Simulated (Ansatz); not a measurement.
**SiGePH+ (doublet): from Hartree-Fock to the top rungs, cc-pVDZ**

One table from this session's results is given with a row withheld; the runs are named, their logs left out.

The runs use Ansatz 0.2.0, Gaussian basis; cc-pVDZ, core rule «outside noble gas», up to 24 orbitals frozen.

To be run: UHF; CCSD(T) on ROHF; CCSD(T) on UHF; BCCD(T) on ROHF; CISD as a restricted active space (open shells left free, so some higher excitations enter); CCSDT(Q) on ROHF; CCSDT(Q) on UHF; CASSCF and MRCISD+Q, 9 electrons in 9 orbitals; CASSCF and NEVPT2, 9 electrons in 9 orbitals.

19 further runs of the same task are left out: 8 that didn't finish, 11 set aside as unsound or not needed. Runs told in other sessions of the task aren't counted.

## The geometry

The geometry is a PBE0/def2-TZVP stationary point (not a proven minimum) of the parent state, kept for this charge and spin. No spin-orbit coupling is included. The filled d shell of Ge may be among the frozen orbitals whatever the setting's name suggests.

4 atoms, charge 1, spin multiplicity 2.

Atoms are counted from 1 here; the program's logs count them from 0.

Bond lengths: P1–Ge2 2.209 Å, P1–Si3 2.127 Å, P1–H4 1.421 Å, Ge2–Si3 2.572 Å. Angles: Ge2–P1–Si3 72.7°, Ge2–P1–H4 146.5°, Si3–P1–H4 140.8°, P1–Ge2–Si3 52.2°, P1–Si3–Ge2 55.1°.

The first run:

The input, in.yaml:

```yaml
crystal:
  periodic: [false, false, false]
  atoms:
    - {symbol: P, position_ang: [0.000000, 1.038496, 0.938563]}
    - {symbol: Ge, position_ang: [0.000000, -0.075212, -0.969708]}
    - {symbol: Si, position_ang: [0.000000, -1.033791, 1.416756]}
    - {symbol: H, position_ang: [0.000000, 2.313484, 1.566064]}
basis:
  gaussian: {orbitals: cc-pVDZ}
total_charge: 1
magnetization: {spin_polarized: true, initial_magnetization: 1}
hamiltonian: {xc: hf}
output: {orbitals: {seedname: orbitals}}
```

Started as:

```sh
$ ansatz run in.yaml --threads 1 --pin off --events-out ev --progress --plain --max-ram 2393MiB
```

Steps of the session up to this table: UHF; CCSD(T) on ROHF; CCSD(T) on UHF; BCCD(T) on ROHF; CISD as a restricted active space (open shells left free, so some higher excitations enter); CCSDT(Q) on ROHF; CCSDT(Q) on UHF; CASSCF and MRCISD+Q, 9 electrons in 9 orbitals; CASSCF and NEVPT2, 9 electrons in 9 orbitals.

One table of the session follows, with a row left open; its other results are not shown here.

It belongs to the step «Misses and costs». 

| method | from UCCSDT(Q) (meV) |
| --- | --- |
| ROHF | +8433.3 |
| UHF | +8231.6 |
| RMP2 | +1469.1 |
| UMP2 | +1539.9 |
| CISD | +1467.4 |
| RCCSD | +506.0 |
| UCCSD | +497.2 |
| RCCSD(T) | +82.7 |
| UCCSD(T) | +83.7 |
| BCCD(T) | +79.9 |
| RCCSDT | +41.5 |
| UCCSDT | +38.9 |
| RCCSDT(Q) | +3.5 |
| UCCSDT(Q) | 0 |
| CASSCF frontier | +6438.4 |
| NEVPT2 frontier | ? |
| MRCISD frontier | +830.8 |
| MRCISD+Q frontier | +116.1 |

Estimate the missing values for NEVPT2 frontier.

The run gave: from UCCSDT(Q) (meV): +1300.4. In the column «from UCCSDT(Q) (meV)» it lies between MRCISD frontier (+830.8) and CISD (+1467.4).

To keep in mind: Restricted and unrestricted rows rest on different reference determinants; a gap between their highest levels can come from leftover correlation error, from unlike frozen cores or from another state.
